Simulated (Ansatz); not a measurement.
# CH10O2Si3: the cost of one run

All numbers below are computed with Ansatz 0.2.0 (RKS PBE0-D4/6-31G*).

## 1. The system as given

Bond lengths (14 of 15 bonds, heavy atoms first): Si1–O3 1.680 Å, O3–Si4 1.680 Å, Si1–O8 1.679 Å, O8–Si9 1.680 Å, Si1–C13 1.869 Å, Si1–H2 1.460 Å, Si4–H5 1.460 Å, Si4–H6 1.460 Å, Si4–H7 1.460 Å, Si9–H10 1.460 Å, Si9–H11 1.460 Å, Si9–H12 1.460 Å, C13–H14 1.110 Å, C13–H15 1.110 Å. Angles (14 of 26 angles, heavy atoms first): O3–Si1–O8 109.5°, O3–Si1–C13 109.5°, O8–Si1–C13 109.5°, Si1–O3–Si4 125.0°, Si1–O8–Si9 125.0°, H2–Si1–O3 109.4°, H2–Si1–O8 109.5°, H2–Si1–C13 109.5°, O3–Si4–H5 109.5°, O3–Si4–H6 109.5°, O3–Si4–H7 109.5°, O8–Si9–H10 109.5°, O8–Si9–H11 109.5°, O8–Si9–H12 109.5°.

Structure file:

```xyz
16

Si    0.0000    0.0000    0.0000
H     0.0000    0.0000    1.4600
O     1.5842    0.0000   -0.5594
Si    2.4906   -1.3762   -0.8866
H     1.6598   -2.3521   -1.5857
H     3.6318   -1.0202   -1.7249
H     2.9691   -1.9538    0.3660
O    -0.7913    1.3709   -0.5594
Si   -2.4002    1.4263   -1.0396
H    -3.2124    0.6421   -0.1138
H    -2.8620    2.8114   -1.0378
H    -2.5267    0.8736   -2.3850
C    -0.8808   -1.5259   -0.6227
H    -1.3804   -2.0377    0.2261
H    -1.6409   -1.2332   -1.3768
H    -0.1449   -2.2146   -1.0879
```

## 2. Preparing the start

input.yaml

```yaml
crystal:
  periodic: [false, false, false]
  atoms:
    - { symbol: Si, position_ang: [0.0, 0.0, 0.0] }
    - { symbol: H, position_ang: [0.0, 0.0, 1.46] }
    - { symbol: O, position_ang: [1.5842, 0.0, -0.5594] }
    - { symbol: Si, position_ang: [2.4906, -1.3762, -0.8866] }
    - { symbol: H, position_ang: [1.6598, -2.3521, -1.5857] }
    - { symbol: H, position_ang: [3.6318, -1.0202, -1.7249] }
    - { symbol: H, position_ang: [2.9691, -1.9538, 0.366] }
    - { symbol: O, position_ang: [-0.7913, 1.3709, -0.5594] }
    - { symbol: Si, position_ang: [-2.4002, 1.4263, -1.0396] }
    - { symbol: H, position_ang: [-3.2124, 0.6421, -0.1138] }
    - { symbol: H, position_ang: [-2.862, 2.8114, -1.0378] }
    - { symbol: H, position_ang: [-2.5267, 0.8736, -2.385] }
    - { symbol: C, position_ang: [-0.8808, -1.5259, -0.6227] }
    - { symbol: H, position_ang: [-1.3804, -2.0377, 0.2261] }
    - { symbol: H, position_ang: [-1.6409, -1.2332, -1.3768] }
    - { symbol: H, position_ang: [-0.1449, -2.2146, -1.0879] }
basis:
  gaussian: { orbitals: "6-31G*" }
hamiltonian:
  xc: pbe0
  dispersion: d4
relax:
  f_tol: 0.02
  max_steps: 40
```

Launch:

```console
> ansatz run input.yaml --threads 2 --pin off --max-ram 3072MiB --backend cpu --events-out ev --progress --plain --runs-dir out
```

Q: Estimate wall time and peak memory on 2 threads of Intel Xeon at 2.50GHz (Skylake/Cascade Lake), shared host.

About 6.7 min, with a peak of 0.34 GiB.
